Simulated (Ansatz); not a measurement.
**MP2/STO-3G run of SnSe (SMILES [Se][Sn])**

Aim: the vertical ionisation energy of SnSe at MP2/STO-3G, from 2 runs. 

The calculation is run with Ansatz 0.2.0.

53 further runs of the same task are left out: 14 that didn't finish, 39 set aside as unsound or not needed.

**1. The molecule**

SnSe: 2 atoms, total charge 0, spin state singlet. SMILES: `[Se][Sn]`. Geometry: a GFN2-xTB relaxation, a rough one for these elements and not checked as a minimum.

Bond lengths: Se1–Sn2 2.338 Å.

**2. A single-point energy at MP2/STO-3G**

job.yaml

```yaml
crystal:
  periodic: [false, false, false]
  atoms:
    - symbol: Se
      position_ang: [0.000000, 0.000000, 0.000000]
    - symbol: Sn
      position_ang: [0.000000, 0.000000, 2.338340]
basis:
  gaussian:
    orbitals: STO-3G
correlation:
  method: mp2
  frozen_orbitals: {Se: 9, Sn: 18}
accuracy: high
```

Command:

```bash
$ ansatz run job.yaml --threads 1 --pin off --max-ram 2610MiB --events-out events.jsonl --progress --plain --runs-dir runs
```

Log:

```text
Warning: RAYON_NUM_THREADS=1 ignored (pool sized by the plan → 1); use --threads N
Functional definition: HF
  name "HF"
  exchange = exact_x
  correlation = 0
711 factors; integrals over basis functions are off by at most 1.0e-8 eV
mean field evaluation 1: about -226854.6848 eV, gradient 1.9e1 eV
mean field evaluation 2: about -226854.7259 eV, gradient 1.9e1 eV
mean field evaluation 4: about -226857.7619 eV, gradient 9.4e-1 eV
mean field evaluation 8: about -226857.7651 eV, gradient 4.2e-6 eV
mean field -226857.76509085 eV, -8336.8690973725 hartree, gradient 2.8e-8 eV, S^2 0.000000; 0 other end points of the search recorded, 0 dependent functions left out
27 core orbitals not correlated: weight in the atoms' cores, before any rotation towards them, 1.000 or more for the frozen orbitals, at most 0.000 for the correlated occupied ones
reference -226857.76509085 eV, -8336.8690973725 hartree; 15, 15 occupied and 3, 3 virtual orbitals, 711 factors
second order -1.86262596 eV of doubles, -0.00000000 eV of singles
Total energy: -226859.62771681 eV, -8336.9375476141 hartree
```

Wall time 1.1 s (1 thread of Arm Neoverse V1, shared host); peak memory 0.11 GiB.

**3. The doublet cation, same level**

in.yaml

```yaml
crystal:
  periodic: [false, false, false]
  atoms:
    - {symbol: Se, position_ang: [0.000000, 0.000000, 0.000000]}
    - {symbol: Sn, position_ang: [0.000000, 0.000000, 2.338340]}
basis:
  gaussian: {orbitals: STO-3G}
magnetization: {spin_polarized: true, initial_magnetization: 1}
correlation: {method: mp2, frozen_orbitals: {Se: 9, Sn: 18}}
total_charge: 1
accuracy: high
```

Command:

```bash
$ ansatz run in.yaml --threads 1 --pin off --max-ram 2610MiB --events-out events.jsonl --progress --plain --runs-dir runs
```

Log (excerpt; [...] marks lines left out):

```text
Warning: RAYON_NUM_THREADS=1 ignored (pool sized by the plan → 1); use --threads N
[... 2 set-up lines as earlier in the session ...]
[...]
711 factors; integrals over basis functions are off by at most 1.0e-8 eV
[...]
mean field -226852.85754009 eV, -8336.6887482087 hartree, gradient 9.5e-8 eV, S^2 0.970896; 18 other end points of the search recorded, 0 dependent functions left out
27 core orbitals not correlated: weight in the atoms' cores, before any rotation towards them, 1.000 or more for the frozen orbitals, at most 0.000 for the correlated occupied ones
reference -226852.85754009 eV, -8336.6887482087 hartree; 15, 14 occupied and 3, 4 virtual orbitals, 711 factors
second order -0.89533638 eV of doubles, -0.00000000 eV of singles
Total energy: -226853.75287647 eV, -8336.7216512138 hartree
```

Run time: 21 s. Hardware: 1 thread of Arm Neoverse V1, shared host; peak memory 0.17 GiB.

**4. What came out**

At MP2/STO-3G, 27 core orbitals frozen:

| quantity | value |
| --- | --- |
| singlet SnSe: total energy | -8336.93755 Eh |
| singlet SnSe: correlation energy (27 core orbitals frozen) | -68.5 mEh |
| doublet cation: total energy | -8336.72165 Eh |
| doublet cation: correlation energy (27 core orbitals frozen) | -32.9 mEh |
| doublet cation: ⟨S²⟩ of the reference determinant | 0.971 |
| vertical ionisation energy (to the doublet cation) | 5.875 eV |

In words: The vertical ionisation energy comes to 5.87 eV (567 kJ/mol). In a minimal basis such a difference can be off by several eV, whatever the method. Relativity is left out (singlet SnSe) although the molecule holds a heavy atom. ⟨S²⟩ (doublet cation) is 0.97 where a pure doublet has 0.75: the reference is spin-contaminated. Relativity is left out (doublet cation) although the molecule holds a heavy atom.
